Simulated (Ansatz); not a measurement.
**C2H9AlSSi: basis-set convergence**

How large a basis does C2H9AlSSi need? Two functionals are run in growing sets.

Method: one geometry, several basis sets; program: Ansatz 0.2.0, Gaussian basis.

Levels to be run: PBE0-D4/def2-SVP; ωB97M-V/def2-SVP; PBE0-D4/def2-QZVPP; ωB97M-V/def2-QZVPP; the functionals' def2-TZVPP values are taken from earlier runs.

## (1) The geometry

An earlier PBE0-D4 in a triple-zeta def2 set relaxation fixed the geometry.

14 atoms, charge 0, spin multiplicity 1.

Atoms are counted from 1 here; the program's logs count them from 0.

Bond lengths: C1–S2 1.815 Å, C1–H6 1.089 Å, C1–H7 1.089 Å, C1–H8 1.090 Å, S2–Si3 2.275 Å, S2–Al5 2.459 Å, Si3–C4 1.875 Å, Si3–Al5 2.400 Å, Si3–H9 1.493 Å, C4–H10 1.094 Å, C4–H11 1.092 Å, C4–H12 1.092 Å, Al5–H13 1.587 Å, Al5–H14 1.588 Å. Angles: S2–C1–H6 107.7°, S2–C1–H7 109.0°, S2–C1–H8 110.9°, H6–C1–H7 110.1°, H6–C1–H8 109.1°, H7–C1–H8 110.0°, C1–S2–Si3 99.6°, C1–S2–Al5 99.7°, Si3–S2–Al5 60.8°, S2–Si3–C4 106.6°, S2–Si3–Al5 63.4°, S2–Si3–H9 101.7°, C4–Si3–Al5 125.2°, C4–Si3–H9 109.4°, Al5–Si3–H9 125.4°, Si3–C4–H10 109.3°, Si3–C4–H11 111.7°, Si3–C4–H12 110.6° and more.

## (2) PBE0-D4 in def2-SVP

in.yaml

```yaml
crystal:
  periodic: [false, false, false]
  atoms:
    - {symbol: C, position_ang: [-1.997721, 0.885573, 0.705078]}
    - {symbol: S, position_ang: [-0.381382, 1.252919, -0.034644]}
    - {symbol: Si, position_ang: [0.597529, -0.791810, 0.154030]}
    - {symbol: C, position_ang: [2.400288, -0.484883, 0.568413]}
    - {symbol: Al, position_ang: [-0.443286, -0.288907, -1.949404]}
    - {symbol: H, position_ang: [-2.699923, 1.643332, 0.360021]}
    - {symbol: H, position_ang: [-1.907828, 0.924292, 1.789676]}
    - {symbol: H, position_ang: [-2.352478, -0.097333, 0.395627]}
    - {symbol: H, position_ang: [-0.098582, -1.351373, 1.350940]}
    - {symbol: H, position_ang: [2.925695, -1.442383, 0.627115]}
    - {symbol: H, position_ang: [2.513469, 0.030406, 1.524083]}
    - {symbol: H, position_ang: [2.879218, 0.107727, -0.213428]}
    - {symbol: H, position_ang: [0.520717, 0.258353, -3.084914]}
    - {symbol: H, position_ang: [-1.968515, -0.675214, -2.163889]}
basis:
  gaussian: {orbitals: def2-SVP}
hamiltonian: {xc: pbe0, dispersion: d4}
output: {orbitals: {seedname: orbitals}}
```

The run is started by

```sh
> ansatz run in.yaml --threads 4 --pin off --events-out ev --progress --plain --max-ram 10444MiB
```

Further steps of the session: ωB97M-V in def2-SVP; PBE0-D4 in def2-QZVPP; ωB97M-V in def2-QZVPP.

Before running them: what should the planned runs give, taken together? Wanted: PBE0-D4: double and triple zeta above quadruple; ωB97M-V: double and triple zeta above quadruple.

The runs gave:

```
                                       quantity           value
PBE0-D4: double and triple zeta above quadruple  12.19, 0.92 eV
ωB97M-V: double and triple zeta above quadruple  12.31, 0.88 eV
```

PBE0-D4 gains 11.28 eV from double to triple zeta, then 0.92 eV more. These are total energies; as a rule much of such shifts cancels in differences, which this series doesn't test. The LUMO of ωB97M-V is positive and keeps falling with the basis (1.69 to 0.85 eV): an unbound level that the basis holds in place.
